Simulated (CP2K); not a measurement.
Runs of CP2K 2026.2 on GaF. The structure is cubic, space group F-43m (No. 216). Conventional cell: a = 5.692 Å, b = 5.692 Å, c = 5.692 Å, α = 90.00°, β = 90.00°, γ = 90.00°. Ga (site symmetry -43m) is surrounded by 4 F at 2.46 Å. F (site symmetry -43m) is surrounded by 4 Ga at 2.46 Å. The cell was built by a generator and needn't be a form met in nature.

```csv
level,cutoff radius of the dispersion sum (A),gap on the mesh (eV),pressure (GPa),relaxed volume (Å³/atom)
PBE+D4,20,2.15,0.0,(b)
PBE+D3(BJ),20,2.48,0.0,24.17
PBE+D3,20,2.49,0.0,(a)
PBE,-,2.31,0.0,23.13
PBE+D2,20,2.04,0.0,21.67
```

Alike in all rows: task relaxation of cell and atoms; potentials or basis POTENTIAL_UZH Ga GTH-PBE-q13, F GTH-PBE-q7; DZVP-MOLOPT-PBE-GTH basis; no spin polarisation; cell relaxed; k mesh 6 × 6 × 6; smearing fermi-dirac 0.05 eV.

Task: Estimate the missing entries.

Result: (a) 24.22; (b) 22.25.

Caveats: the basis of atomic orbitals isn't converged, which shifts pressures, moduli and gaps; the real-space grid breaks the cell's symmetry a little (some runs).

A k mesh can miss the band edges, and the runs leave out spin-orbit coupling on Ga.
